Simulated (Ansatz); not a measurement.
# C2H9AlGe: a ladder of functionals and wavefunction methods

One table from this session's results is given with a row withheld; the runs are named, their logs left out.

Program: Ansatz 0.2.0, Gaussian basis. Level of theory: functionals in def2-TZVPP, the program's frozen cores in correlated methods. These are calculated values, not measurements.

Plan: PBE-D4, r2SCAN-D4, PBE0-D4, B3LYP-D4, ωB97X-V, ωB97M-V, B2PLYP; CCSD(T)/def2-TZVPP; MP2/def2-QZVPP; extrapolation to the limit.

### The geometry

The geometry comes from an earlier relaxation with PBE0-D4 in a triple-zeta def2 set; it is a stationary point, not always the lowest conformer.

SMILES `[CH3][GeH2][CH2][AlH2]`, 13 atoms, charge 0, spin multiplicity 1.

Atoms are counted from 1 here; the program's logs count them from 0.

Bond lengths: C1–Ge2 1.946 Å, C1–H5 1.090 Å, C1–H6 1.091 Å, C1–H7 1.091 Å, Ge2–C3 1.952 Å, Ge2–H8 1.602 Å, Ge2–H9 1.537 Å, C3–Al4 1.961 Å, C3–H10 1.090 Å, C3–H11 1.089 Å, Al4–H12 1.587 Å, Al4–H13 1.589 Å. Angles: Ge2–C1–H5 110.8°, Ge2–C1–H6 109.6°, Ge2–C1–H7 109.6°, H5–C1–H6 109.0°, H5–C1–H7 109.0°, H6–C1–H7 108.8°, C1–Ge2–C3 115.6°, C1–Ge2–H8 106.5°, C1–Ge2–H9 113.6°, C3–Ge2–H8 99.7°, C3–Ge2–H9 115.1°, H8–Ge2–H9 104.2°, Ge2–C3–Al4 89.7°, Ge2–C3–H10 110.6°, Ge2–C3–H11 111.3°, Al4–C3–H10 116.6°, Al4–C3–H11 116.7°, H10–C3–H11 110.2° and more.

The first run:

File in.yaml:

```yaml
crystal:
  periodic: [false, false, false]
  atoms:
    - {symbol: C, position_ang: [-1.845498, 0.154738, 0.983507]}
    - {symbol: Ge, position_ang: [-0.362636, -0.746310, 0.102569]}
    - {symbol: C, position_ang: [1.407574, -0.002561, 0.456316]}
    - {symbol: Al, position_ang: [1.521766, 0.587052, -1.410439]}
    - {symbol: H, position_ang: [-2.800385, -0.195442, 0.591364]}
    - {symbol: H, position_ang: [-1.808780, -0.042136, 2.055900]}
    - {symbol: H, position_ang: [-1.768067, 1.230290, 0.820820]}
    - {symbol: H, position_ang: [-0.489416, -0.409325, -1.458641]}
    - {symbol: H, position_ang: [-0.449503, -2.279599, 0.165634]}
    - {symbol: H, position_ang: [1.350277, 0.780421, 1.212435]}
    - {symbol: H, position_ang: [2.107344, -0.776681, 0.768650]}
    - {symbol: H, position_ang: [2.196230, -0.361210, -2.489713]}
    - {symbol: H, position_ang: [0.961494, 2.026062, -1.783800]}
basis:
  gaussian: {orbitals: def2-TZVPP}
hamiltonian: {xc: pbe, dispersion: d4}
output: {forces: true, orbitals: {seedname: orbitals}}
```

The run is started by

```console
$ ansatz run in.yaml --threads 4 --pin off --events-out ev --progress --plain --max-ram 10444MiB
```

Steps of the session up to this table: PBE-D4 (GGA); r2SCAN-D4 (meta-GGA); PBE0-D4 (hybrid); B3LYP-D4 (hybrid); ωB97X-V (range-separated); ωB97M-V (range-separated); B2PLYP (double hybrid); CCSD(T) in def2-TZVPP; MP2 in def2-QZVPP.

One table of the session follows, with a row left open; its other results are not shown here.

| method | atomisation energy (kcal/mol) |
| --- | --- |
| PBE-D4 | 1001.9 |
| r2SCAN-D4 | 1004.9 |
| PBE0-D4 | 997.6 |
| B3LYP-D4 | 998.6 |
| ωB97X-V | 1006.4 |
| ωB97M-V | 1001.8 |
| B2PLYP | 989.0 |
| HF/def2-TZVPP | 757.6 |
| MP2/def2-TZVPP | 984.7 |
| CCSD/def2-TZVPP | 975.9 |
| CCSD(T)/def2-TZVPP | 986.3 |
| MP2/CBS | 1003.8 |
| CCSD(T)/CBS | ? |

Q: Estimate the row for CCSD(T)/CBS from the others.

As computed: atomisation energy (kcal/mol): 1005.4. In the column «atomisation energy (kcal/mol)» it lies between r2SCAN-D4 (1004.9) and ωB97X-V (1006.4).
